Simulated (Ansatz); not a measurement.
# B2ClH2IO: the cost of one run

Method: RHF/def2-SVP, in Ansatz 0.2.0.

### 1 The system as given

Bond lengths: B1–O2 1.510 Å, O2–B3 1.462 Å, B3–Cl4 1.852 Å, B3–I5 2.205 Å, B1–H6 1.216 Å, B1–H7 1.132 Å. Angles: B1–O2–B3 105.7°, O2–B1–H6 115.2°, O2–B1–H7 122.0°, H6–B1–H7 122.4°, O2–B3–Cl4 121.1°, O2–B3–I5 120.8°, Cl4–B3–I5 118.1°.

Structure file:

```xyz
7

B     0.1657   -0.0125    1.2844
O    -0.9731   -0.0173    0.2930
B    -0.3497   -0.1110   -1.0262
Cl    0.0342   -1.7554   -1.7876
I     0.0874    1.7033   -2.2001
H     0.5523    1.0891    1.6246
H     0.5445   -0.9642    1.7662
```

### 2 Relaxing end A

input.yaml

```yaml
crystal:
  periodic: [false, false, false]
  atoms:
    - { symbol: B, position_ang: [0.1657, -0.0125, 1.2844] }
    - { symbol: O, position_ang: [-0.9731, -0.0173, 0.293] }
    - { symbol: B, position_ang: [-0.3497, -0.111, -1.0262] }
    - { symbol: Cl, position_ang: [0.0342, -1.7554, -1.7876] }
    - { symbol: I, position_ang: [0.0874, 1.7033, -2.2001] }
    - { symbol: H, position_ang: [0.5523, 1.0891, 1.6246] }
    - { symbol: H, position_ang: [0.5445, -0.9642, 1.7662] }
basis:
  gaussian: { orbitals: def2-SVP }
hamiltonian:
  xc: hf
relax:
  f_tol: 0.015
  max_steps: 40
```

On the command line:

```sh
$ ansatz run input.yaml --threads 1 --pin off --max-ram 2048MiB --backend cpu --events-out ev --progress --plain --runs-dir out
```

What time and memory should one allow on 1 thread of an Arm CPU, shared host?

About 38 s, with a peak of 0.21 GiB.
